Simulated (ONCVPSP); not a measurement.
# Pseudopotential generation for Sb: ONCV, LDA (Perdew-Wang 92)

Aim: build the potential from the settings below, then test how well it stands in for the atom: other configurations, scattering, ghost states and the plane-wave cutoff that it needs.

The numbers are computed with ONCVPSP 4.0.1 (LDA (Perdew-Wang 92), scalar-relativistic, spin-unpolarised reference atom).

**1. Settings**

Typed settings, in words:

```
element                 : antimony (Sb, Z = 51)
type                    : optimised norm-conserving Vanderbilt (ONCV)
frozen core             : [Kr]
valence charge          : 15
reference configuration : 4d10 5s2 5p3
partial waves           : 5s: rc 1.70 bohr, ncon 4, nbas 7, qcut 3.2 1/bohr, 2 projectors, debl 1.4 Ha; 5p: rc 2.20 bohr, ncon 3, nbas 8, qcut 3.1 1/bohr, 2 projectors, debl 1.8 Ha; 4d: rc 1.50 bohr, ncon 4, nbas 9, qcut 12.5 1/bohr, 2 projectors, debl 1.4 Ha
local potential         : polynomial inside 1.35 bohr (lpopt 3, dvloc0 6 Ha)
core correction         : not asked for
```

**2. The generation run**

File Sb.dat:

```
# ATOM AND REFERENCE CONFIGURATION
# atsym  z   nc   nv     iexc    psfile
  Sb 51.00    8    3  -001012      upf
#
#   n    l    f
    1    0    2.00
    2    0    2.00
    2    1    6.00
    3    0    2.00
    3    1    6.00
    3    2   10.00
    4    0    2.00
    4    1    6.00
    4    2   10.00
    5    0    2.00
    5    1    3.00
#
# PSEUDOPOTENTIAL AND OPTIMIZATION
# lmax
    2
#
#   l,   rc,      ep,       ncon, nbas, qcut
    0    1.70    0.00    4    7    3.20
    1    2.20    0.00    3    8    3.10
    2    1.50    0.00    4    9   12.50
#
# LOCAL POTENTIAL
# lloc, lpopt,  rc(5),   dvloc0
    4    3    1.35    6.00
#
# VANDERBILT-KLEINMAN-BYLANDER PROJECTORs
# l, nproj, debl
    0    2    1.40
    1    2    1.80
    2    2    1.40
#
# MODEL CORE CHARGE
# icmod, fcfact, rcfact
    0    0.00    0.00
#
# LOG DERIVATIVE ANALYSIS
# epsh1, epsh2, depsh
   -3.00    5.00    0.02
#
# OUTPUT GRID
# rlmax, drl
    6.00    0.01
#
# TEST CONFIGURATIONS
# ncnf
    4
# nvcnf
#   n    l    f
    3
    4    2   10.00
    5    0    2.00
    5    1    2.00
#
    3
    4    2   10.00
    5    0    2.00
    5    1    1.00
#
    3
    4    2   10.00
    5    0    2.00
    5    1    0.00
#
    3
    4    2    9.00
    5    0    2.00
    5    1    3.00
#
```

Run with:

```bash
$ oncvpsp.x < Sb.dat > Sb.out
```

What does the calculation give? Wanted: cutoffs for 1 and 0.1 mHa per electron, occupied waves; bound ghosts; GHOST(+) flags; largest test error; largest phase difference near zero energy, channels read.

As calculated:

```
                                                quantity                                                 value
  cutoffs for 1 and 0.1 mHa per electron, occupied waves                                       47 Ha and 55 Ha
                                            bound ghosts                                            none found
                                          GHOST(+) flags  s at 78 eV (1 near or above the test basis's cutoff)
                            largest test error (AE − PS)                             -162 meV, for 4d9 5s2 5p3
largest phase difference near zero energy, channels read                                             0.000 rad
```

The worst unpolarised test, 4d9 5s2 5p3, is off by 162 meV on 40.8 eV; by total energies transferability rates as poor. By its cutoff, 47 Ha for the looser tolerance, it is hard. At the looser tolerance the 4d wave is the slowest; 5s needs 11 Ha. It is free of bound ghosts as far as tested. Near zero energy the phases of the channels with partial waves agree within 0.001 rad. The program also flags highly localised states, GHOST(+) (s). All of this concerns the isolated atom, not yet a solid.
